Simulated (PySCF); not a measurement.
# AsH8NSi2: the cost of one run

Computed with PySCF 2.14.0, with density-fitted response routines of our own, on a single molecule in the gas phase. Atoms are numbered from 0 throughout.

## (1) The starting structure

12 atoms, charge 0, multiplicity 1; geometry from: GFN2-xTB. The atoms were then displaced at random by about 0.01 Å, so the start is not that level's minimum.

Bonds of the start (Å): N0–Si1 1.73, Si1–As2 2.36, As2–Si3 2.29, N0–H4 1.02, N0–H5 1.02, Si1–H6 1.48, Si1–H7 1.46, As2–H8 1.49, Si3–H9 1.50, Si3–H10 1.46, Si3–H11 1.48.

## (2) Optimising the geometry at PBE0-D3(BJ)/def2-SVP

The job: settings as JSON, then the geometry in Å.

```
{"job": {"xc": "PBE0", "basis": "def2-SVP", "d3": "d3bj", "grid": 1, "shake": 0.01, "kind": "geom"}, "charge": 0, "multiplicity": 1}
N      2.098070     0.464940     0.787440
Si     1.233610    -0.755360    -0.089930
As    -0.519750     0.071780    -1.430180
Si    -1.968630     0.500250     0.285450
H      1.574650     0.974730     1.496730
H      2.627940     1.151930     0.254870
H      2.292400    -1.366780    -0.920590
H      0.836750    -1.684670     0.958710
H     -1.058820    -1.292710    -1.673000
H     -3.354140     0.723680    -0.234880
H     -1.609370     1.728560     0.995820
H     -2.113010    -0.544620     1.325250
```

The run is started by

```sh
$ OMP_NUM_THREADS=1 python probes_run.py task.json out
```

This one command runs all jobs of the session in turn.

**Question.** How long does this first job take on 1 thread of Arm Neoverse V1, shared host, and how much memory does it need?

About 68 s, with a peak of 0.52 GiB.
